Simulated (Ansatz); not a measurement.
Ta3Cu:

```
Ta Cu
1.0
    -2.00651    2.00651    4.20817
     2.00651   -2.00651    4.20817
     2.00651    2.00651   -4.20817
Ta Cu
3 1
Direct
  0.50000 0.50000 0.00000
  0.25000 0.75000 0.50000
  0.75000 0.25000 0.50000
  0.00000 0.00000 0.00000
```

The cell comes from a database or a generator and needn't be the stable form of this composition.

* Program: Ansatz 0.2.0
* Task: relaxation of cell and atoms
* Functional: LDA
* Potentials or basis: Ansatz PAW
* Cutoff: 420 eV (not typed: the program's choice for these potentials)
* k mesh: 9 × 9 × 9
* Occupations: fermi-dirac, width 0.05 eV
* Spin: no spin polarisation

At the start: volume 16.94 Å³/atom.

**Question.** How do energy, volume and symmetry change on relaxing?

**Answer.** It ends after 6 steps and the volume is 15.92 Å³/atom (-6.0 %); space group I4/mmm (No. 139, to 0.05 Å).

Step by step:
| step | energy change (eV) | largest force (eV/Å) | volume (Å³) |
| --- | --- | --- | --- |
| 1 | 0.0000 | 0.0000 | 67.77 |
| 2 | -0.1502 | 0.0000 | 64.14 |
| 3 | -0.1526 | 0.0000 | 63.65 |
| 4 | -0.1527 | 0.0000 | 63.68 |
| 5 | -0.1527 | 0.0000 | 63.69 |
| 6 | -0.1517 | 0.0000 | 63.69 |

Final structure:
```xyz
4
Lattice="-1.9744 1.9744 4.0848 1.9744 -1.9744 4.0848 1.9744 1.9744 -4.0848" Properties=species:S:1:pos:R:3 pbc="T T T"
Ta    0.0000    0.0000    4.0848
Ta    1.9744    0.0000    2.0424
Ta    0.0000    1.9744    2.0424
Cu    0.0000    0.0000    0.0000
```

Caveat: the plane-wave basis is chosen anew once the cell has moved, so the energies of steps on either side of that aren't comparable; the PAW data sets come from PBE, with cores solved anew for the run's functional, which leaves a small shift of forces and pressure.
